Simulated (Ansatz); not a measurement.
**ClFH2HfOSe: small, medium and large basis sets**

The task here is to estimate one member of a computed series from the others.

The runs use Ansatz 0.2.0, Gaussian basis; one geometry, several basis sets.

Plan: PBE0-D4/def2-SVP; ωB97M-V/def2-SVP; PBE0-D4/def2-QZVPP; ωB97M-V/def2-QZVPP; the functionals' def2-TZVPP values are taken from earlier runs.

## Structure used throughout

An earlier PBE0-D4 in a triple-zeta def2 set relaxation fixed the geometry. Hf takes the def2 core potential; no spin-orbit term is included.

SMILES `[OH][Hf]([F])([Cl])[SeH]`, 7 atoms, charge 0, spin multiplicity 1.

Atoms are counted from 1 here; the program's logs count them from 0.

Bond lengths: O1–Hf2 1.891 Å, O1–H6 0.952 Å, Hf2–F3 1.894 Å, Hf2–Cl4 2.348 Å, Hf2–Se5 2.583 Å, Se5–H7 1.472 Å. Angles: Hf2–O1–H6 169.1°, O1–Hf2–F3 112.1°, O1–Hf2–Cl4 110.0°, O1–Hf2–Se5 107.7°, F3–Hf2–Cl4 108.4°, F3–Hf2–Se5 107.4°, Cl4–Hf2–Se5 111.1°, Hf2–Se5–H7 88.3°.

The first run:

in.yaml

```yaml
crystal:
  periodic: [false, false, false]
  atoms:
    - {symbol: O, position_ang: [-0.890939, 0.374274, 1.190928]}
    - {symbol: Hf, position_ang: [0.213299, -0.601482, 0.006144]}
    - {symbol: F, position_ang: [1.556327, -1.575417, 0.920307]}
    - {symbol: Cl, position_ang: [-1.083721, -2.113503, -1.236896]}
    - {symbol: Se, position_ang: [1.402009, 1.093884, -1.537645]}
    - {symbol: H, position_ang: [-1.436082, 0.718763, 1.891847]}
    - {symbol: H, position_ang: [0.300306, 2.035481, -1.280287]}
basis:
  gaussian: {orbitals: def2-SVP}
hamiltonian: {xc: pbe0, dispersion: d4}
output: {orbitals: {seedname: orbitals}}
```

The run is started by

```
$ ansatz run in.yaml --threads 4 --pin off --events-out ev --progress --plain --max-ram 10444MiB
```

Among the steps run: PBE0-D4 in def2-SVP; ωB97M-V in def2-SVP; PBE0-D4 in def2-QZVPP; ωB97M-V in def2-QZVPP.

One table of the session follows, with a row left open; its other results are not shown here.

| functional | basis | HOMO (eV) |
| --- | --- | --- |
| PBE0-D4 | def2-SVP | -7.32 |
| PBE0-D4 | def2-TZVPP | -7.38 |
| PBE0-D4 | def2-QZVPP | -7.40 |
| ωB97M-V | def2-SVP | ? |
| ωB97M-V | def2-TZVPP | -9.47 |
| ωB97M-V | def2-QZVPP | -9.50 |

Q: Estimate the row for ωB97M-V, def2-SVP from the others.

The run gave: HOMO (eV): -9.39. In the column «HOMO (eV)» it lies between ωB97M-V, def2-TZVPP (-9.47) and PBE0-D4, def2-QZVPP (-7.40).
